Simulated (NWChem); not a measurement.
# GeSe (SMILES [Ge-]#[Se+]) at 6 levels

We compute a comparison of 6 runs (HF/def2-SVP, B3LYP/6-31G*, PBE/STO-3G, PBE0/def2-SVP, B2PLYP/pcseg-2, wB97X/def2-TZVP) of GeSe. 

The results are computed with NWChem 7.3.0.

1 further run of the same task is left out (it didn't finish).

### Step 1. The system as given

GeSe: 2 atoms, total charge 0, spin state singlet. SMILES: `[Ge-]#[Se+]`. The bond length is the measured one.

Bond lengths: Ge1–Se2 2.135 Å.

### Step 2. Energy and forces at HF/def2-SVP (run 1)

Contents of calc.xyz:

```xyz
2
GeSe hf
Ge     0.000000     0.000000     0.000000
Se     0.000000     0.000000     2.134629
```

Contents of run.py:

```python
from ase.io import read
from ase.calculators.nwchem import NWChem

molecule = read('calc.xyz')

calc = NWChem(
    label='calc',
    theory='scf',
    memory='2200 mb',
    basis='def2-SVP',
    basispar='spherical bse',
    scf={'nopen': '0', 'rhf': None, 'thresh': '1e-08', 'maxiter': '80', 'print': 'low'},
)
molecule.calc = calc

forces = molecule.get_forces()
print("Total energy (eV):", round(molecule.get_potential_energy(), 6))
print("forces (eV/A):")
for s, f in zip(molecule.symbols, forces):
    print(f"{s:2s} {f[0]:10.5f} {f[1]:10.5f} {f[2]:10.5f}")
```

Started as:

```sh
$ export ASE_NWCHEM_COMMAND="nwchem PREFIX.nwi > PREFIX.nwo"
$ python run.py
```

The log of the run:

```text
Total energy (eV): -121762.521753
forces (eV/A):
Ge    0.00000   -0.00000    0.34890
Se   -0.00000    0.00000   -0.34890
```

The calculator wrote calc.nwi:

```
title "calc"

permanent_dir calc

scratch_dir calc

start calc

geometry units angstrom nocenter noautosym noautoz
  Ge 0.0000000000000000e+00 0.0000000000000000e+00 0.0000000000000000e+00
  Se 0.0000000000000000e+00 0.0000000000000000e+00 2.1346289999999999e+00
end

memory 2200 mb

basis spherical bse noprint
   * library def2-SVP
end

scf
  nopen 0
  rhf
  thresh 1e-08
  maxiter 80
  print low
end

task scf gradient
```

calc.nwo:

```text
Northwest Computational Chemistry Package (NWChem) 7.3.0
             --------------------------------------------------------

           Job information
           ---------------

    nwchem branch   = 7.3.0
    use scalapack   = T
    input           = calc.nwi
    prefix          = calc.
    data base       = calc/calc.db
    status          = startup
    nproc           =        1

           Memory information
           ------------------

[... 5 lines left out ...]
    hardfail = no
[... 78 lines left out ...]
       Final RHF  results
[... 3 lines left out ...]
      One-electron energy =  -6777.397692480678
[... 1 line left out ...]
 Nuclear repulsion energy =    269.716586306881
[... 1 line left out ...]
        Time for solution =      8.8s

                              NWChem Gradients Module
                              -----------------------

                         RHF ENERGY GRADIENTS

    atom               coordinates                        gradient
                 x          y          z           x          y          z
   1 Ge      0.000000   0.000000   0.000000   -0.000000   0.000000  -0.006785
   2 Se      0.000000   0.000000   4.033864    0.000000  -0.000000   0.006785

 Task  times  cpu:       12.7s     wall:       12.7s
 Total times  cpu:       12.7s     wall:       12.7s
```

Run time: 14 s. Hardware: 1 thread of Intel Xeon Platinum 8488C (Sapphire Rapids), shared host; peak memory 0.096 GiB.

### Step 3. Energy and gradient at B3LYP/6-31G(d) (Cartesian functions) (run 2)

Contents of run.py:

```python
from ase import Atoms
from ase.calculators.nwchem import NWChem

atoms = Atoms('GeSe', positions=[
    [0.000000, 0.000000, 0.000000],
    [0.000000, 0.000000, 2.134629],
])

calc = NWChem(
    label='geom',
    theory='dft',
    memory='2200 mb',
    basis='6-31G*',
    dft={'xc': 'b3lyp', 'mult': '1', 'grid': 'xfine', 'convergence': 'energy 1e-08', 'iterations': '100', 'mulliken': None, 'print': 'low'},
)
atoms.calc = calc

forces = atoms.get_forces()
print("Total energy (eV):", round(atoms.get_potential_energy(), 6))
print("forces (eV/A):")
for s, f in zip(atoms.symbols, forces):
    print(f"{s:2s} {f[0]:10.5f} {f[1]:10.5f} {f[2]:10.5f}")
```

Started as:

```sh
$ export ASE_NWCHEM_COMMAND="nwchem PREFIX.nwi > PREFIX.nwo"
$ python run.py
```

The log of the run:

```text
Total energy (eV): -121855.578209
forces (eV/A):
Ge    0.00000    0.00000   -0.85335
Se   -0.00000   -0.00000    0.85335
```

The calculator wrote geom.nwi:

```
title "geom"

permanent_dir geom

scratch_dir geom

start geom

geometry units angstrom nocenter noautosym noautoz
  Ge 0.0000000000000000e+00 0.0000000000000000e+00 0.0000000000000000e+00
  Se 0.0000000000000000e+00 0.0000000000000000e+00 2.1346289999999999e+00
end

memory 2200 mb

basis noprint
   * library 6-31G*
end

dft
  xc b3lyp
  mult 1
  grid xfine
  convergence energy 1e-08
  iterations 100
  mulliken
  print low
end

task dft gradient
```

geom.nwo:

```text
Northwest Computational Chemistry Package (NWChem) 7.3.0
             --------------------------------------------------------

           Job information
           ---------------

    nwchem branch   = 7.3.0
    use scalapack   = T
    input           = geom.nwi
    prefix          = geom.
    data base       = geom/geom.db
    status          = startup
    nproc           =        1

           Memory information
           ------------------

[... 5 lines left out ...]
    hardfail = no
[... 34 lines left out ...]
            Nuclear Dipole moment (a.u.)
[... 59 lines left out ...]
         Total DFT energy =    -4478.109938971204
[... 1 line left out ...]
           Coulomb energy =     2193.268112765536
[... 1 line left out ...]
 Nuclear repulsion energy =      269.716586306881
[... 23 lines left out ...]
                         DFT ENERGY GRADIENTS

    atom               coordinates                        gradient
                 x          y          z           x          y          z
   1 Ge      0.000000   0.000000   0.000000   -0.000000  -0.000000   0.016595
   2 Se      0.000000   0.000000   4.033864    0.000000   0.000000  -0.016595

 Task  times  cpu:       23.2s     wall:       23.2s
 Total times  cpu:       23.2s     wall:       23.2s
```

Wall time 24 s (1 thread of Intel Xeon Platinum 8488C (Sapphire Rapids), shared host); peak memory 0.11 GiB.

Runs 3 to 5 aren't shown in full; the table further down has their settings and results.

### Step 4. Energy and forces at wB97X/def2-TZVP (run 6)

Contents of mymol.xyz:

```xyz
2

Ge     0.000000     0.000000     0.000000
Se     0.000000     0.000000     2.134629
```

Contents of run.py:

```python
from ase.io import read
from ase.calculators.nwchem import NWChem

atoms = read('mymol.xyz')

calc = NWChem(
    label='mymol',
    theory='dft',
    memory='2200 mb',
    basis='def2-TZVP',
    basispar='spherical bse',
    dft={'xc': 'wb97x', 'mult': '1', 'grid': 'fine', 'convergence': 'energy 1e-08', 'iterations': '100', 'mulliken': None},
)
atoms.calc = calc

forces = atoms.get_forces()
e = atoms.get_potential_energy()
print(f"E = {e:.6f} eV")
print("forces (eV/A):")
for s, f in zip(atoms.symbols, forces):
    print(f"{s:2s} {f[0]:10.5f} {f[1]:10.5f} {f[2]:10.5f}")
print("dipole (e A):", atoms.get_dipole_moment().round(4))
```

Started as:

```sh
$ export ASE_NWCHEM_COMMAND="nwchem PREFIX.nwi > PREFIX.nwo"
$ python run.py
```

The log of the run:

```text
E = -121870.685176 eV
forces (eV/A):
Ge    0.00000    0.00000    0.34910
Se   -0.00000   -0.00000   -0.34910
dipole (e A): [ 0.      0.     -0.4366]
```

The calculator wrote mymol.nwi:

```
title "mymol"

permanent_dir mymol

scratch_dir mymol

start mymol

geometry units angstrom nocenter noautosym noautoz
  Ge 0.0000000000000000e+00 0.0000000000000000e+00 0.0000000000000000e+00
  Se 0.0000000000000000e+00 0.0000000000000000e+00 2.1346289999999999e+00
end

memory 2200 mb

basis spherical bse noprint
   * library def2-TZVP
end

dft
  xc wb97x
  mult 1
  grid fine
  convergence energy 1e-08
  iterations 100
  mulliken
end

task dft gradient
```

mymol.nwo:

```text
Northwest Computational Chemistry Package (NWChem) 7.3.0
             --------------------------------------------------------

           Job information
           ---------------

    nwchem branch   = 7.3.0
    use scalapack   = T
    input           = mymol.nwi
    prefix          = mymol.
    data base       = mymol/mymol.db
    status          = startup
    nproc           =        1

           Memory information
           ------------------

[... 5 lines left out ...]
    hardfail = no
[... 72 lines left out ...]
  convergence criterion.
[... 47 lines left out ...]
          Spatial weights used:  Erf1
[... 32 lines left out ...]
 1-e energy   =   -6777.082591
[... 40 lines left out ...]
           Coulomb energy =     2194.551758028240
[... 771 lines left out ...]
          Convergence on density requested:  1.00D-05
[... 32 lines left out ...]
          total energy or number of iterations.
[... 39 lines left out ...]
                 ----------------------------------------
                 |  Time  |  1-e(secs)   |  2-e(secs)   |
                 ----------------------------------------
                 |  CPU   |       0.01   |      37.15   |
                 ----------------------------------------
                 |  WALL  |       0.01   |      37.15   |
                 ----------------------------------------

 Task  times  cpu:       94.6s     wall:       94.6s
 Total times  cpu:       94.6s     wall:       94.6s
```

Wall time 96 s (1 thread of Intel Xeon Platinum 8488C (Sapphire Rapids), shared host); peak memory 0.14 GiB.

### Step 5. All runs side by side

| run | level | Cartesian functions | iteration cap | energy (Eh) | largest force (eV/Å) | wall time |
| --- | --- | --- | --- | --- | --- | --- |
| 1 | HF/def2-SVP | no | 80 | -4474.690177 | 0.349 | 14 s |
| 2 | B3LYP/6-31G* (Cartesian functions) | yes | 100 | -4478.109939 | 0.853 | 24 s |
| 3 | PBE/STO-3G | no | 100 | -4427.125296 | 3.619 | 20 s |
| 4 | PBE0/def2-SVP | no | 100 | -4477.494587 | 0.176 | 14 s |
| 5 | B2PLYP/pcseg-2 | no | 100 | -4477.882354 | – | 41 s |
| 6 | wB97X/def2-TZVP | no | 100 | -4478.665110 | 0.349 | 96 s |

### Step 6. Results

| quantity | value |
| --- | --- |
| run 6: total energy | -4478.66511 Eh |
| run 6: dipole moment | 2.10 D |
| run 6: HOMO energy | -9.70 eV |
| run 6: LUMO energy | -0.50 eV |
| run 6: HOMO–LUMO gap | 9.19 eV |
| run 6: largest force on an atom | 0.349 eV/Å |

Over runs 3, 4, 6 the dipole moment (its size) runs from 1.00 D (PBE/STO-3G) to 2.10 D (wB97X/def2-TZVP). The two ends differ in method and basis. Over runs 3, 4, 6 the HOMO–LUMO gap runs from 1.10 eV (PBE/STO-3G) to 9.19 eV (wB97X/def2-TZVP). Totals of different functionals can't be ranked against each other. In run 3 the basis is minimal, so the values are rough. All runs together took 3.5 min, the longest 96 s.
